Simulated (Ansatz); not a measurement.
# B₂H₃Br: one species, many methods

The task here is to estimate one member of a computed series from the others.

The runs use Ansatz 0.2.0, Gaussian basis; functionals in def2-TZVPP, the program's frozen cores in correlated methods.

Plan: LDA (SPW92), PBE-D4, revPBE-D4, BLYP-D4, r2SCAN-D4, B97M-V, PBE0-D4, B3LYP-D4, r2SCANh-D4, r2SCAN0-D4, HSE06-D4, BHLYP-D4, CAM-B3LYP-D4, LC-ωPBE, ωB97X-V, ωB97M-V, B2PLYP, PBE-QIDH; CCSD(T)/def2-SVP; CCSD(T)/def2-TZVPP; MP2/def2-QZVPP; extrapolation to the limit; RPA on PBE.

## The geometry

An earlier PBE0-D4 in a triple-zeta def2 set relaxation fixed the geometry.

SMILES `BBBr`, 6 atoms, charge 0, spin multiplicity 1.

Atoms are counted from 1 here; the program's logs count them from 0.

Bond lengths: B1–B2 1.645 Å, B1–H4 1.198 Å, B1–H5 1.198 Å, B2–Br3 1.919 Å, B2–H6 1.192 Å. Angles: B2–B1–H4 121.5°, B2–B1–H5 121.5°, H4–B1–H5 117.0°, B1–B2–Br3 112.6°, B1–B2–H6 131.3°, Br3–B2–H6 116.1°.

The first run:

Input file in.yaml:

```yaml
crystal:
  periodic: [false, false, false]
  atoms:
    - {symbol: B, position_ang: [-0.230910, 0.013016, -0.856388]}
    - {symbol: B, position_ang: [0.450480, -0.170063, 0.629577]}
    - {symbol: Br, position_ang: [-0.626529, 0.577187, 2.031034]}
    - {symbol: H, position_ang: [-0.033704, 0.991671, -1.518718]}
    - {symbol: H, position_ang: [-0.991889, -0.799072, -1.299978]}
    - {symbol: H, position_ang: [1.474651, -0.676738, 0.968272]}
basis:
  gaussian: {orbitals: def2-TZVPP}
hamiltonian: {xc: lda}
output: {orbitals: {seedname: orbitals}}
```

On the command line:

```bash
$ ansatz run in.yaml --threads 2 --pin off --events-out ev --progress --plain --max-ram 4352MiB
```

Among the steps run: LDA; PBE-D4 (GGA); revPBE-D4 (GGA); BLYP-D4 (GGA); r2SCAN-D4 (meta-GGA); B97M-V (meta-GGA); PBE0-D4 (hybrid); B3LYP-D4 (hybrid); r2SCANh-D4 (hybrid); r2SCAN0-D4 (hybrid); HSE06-D4 (hybrid); BHLYP-D4 (hybrid); CAM-B3LYP-D4 (range-separated); LC-ωPBE (range-separated); ωB97X-V (range-separated); ωB97M-V (range-separated); B2PLYP (double hybrid); PBE-QIDH (double hybrid).

One table of the session follows, with a row left open; its other results are not shown here.

It belongs to the step «Orbital energies across the functionals». 

```
  functional  HOMO (eV)  LUMO (eV)  gap (eV)
 LDA (SPW92)      -6.79      -3.39      3.40
      PBE-D4      -6.68      -3.08      3.61
   revPBE-D4      -6.64      -2.95      3.69
     BLYP-D4      -6.56      -2.90      3.66
   r2SCAN-D4      -6.95      -2.70      4.25
      B97M-V      -7.05      -2.81      4.24
     PBE0-D4      -7.93      -2.07      5.86
    B3LYP-D4      -7.71      -2.28      5.44
  r2SCANh-D4      -7.41      -2.36      5.05
  r2SCAN0-D4      -8.11      -1.86      6.25
    HSE06-D4      -7.53      -2.46      5.08
    BHLYP-D4      -9.07      -1.00      8.07
CAM-B3LYP-D4      -9.28      -0.96      8.31
     LC-ωPBE     -10.63       0.24     10.87
     ωB97X-V          ?          ?         ?
     ωB97M-V     -10.14      -0.12     10.01
```

**Question.** Estimate the row for ωB97X-V.

The run gave: HOMO (eV): -10.28; LUMO (eV): 0.14; gap (eV): 10.42. In the column «HOMO (eV)» it lies between LC-ωPBE (-10.63) and ωB97M-V (-10.14).
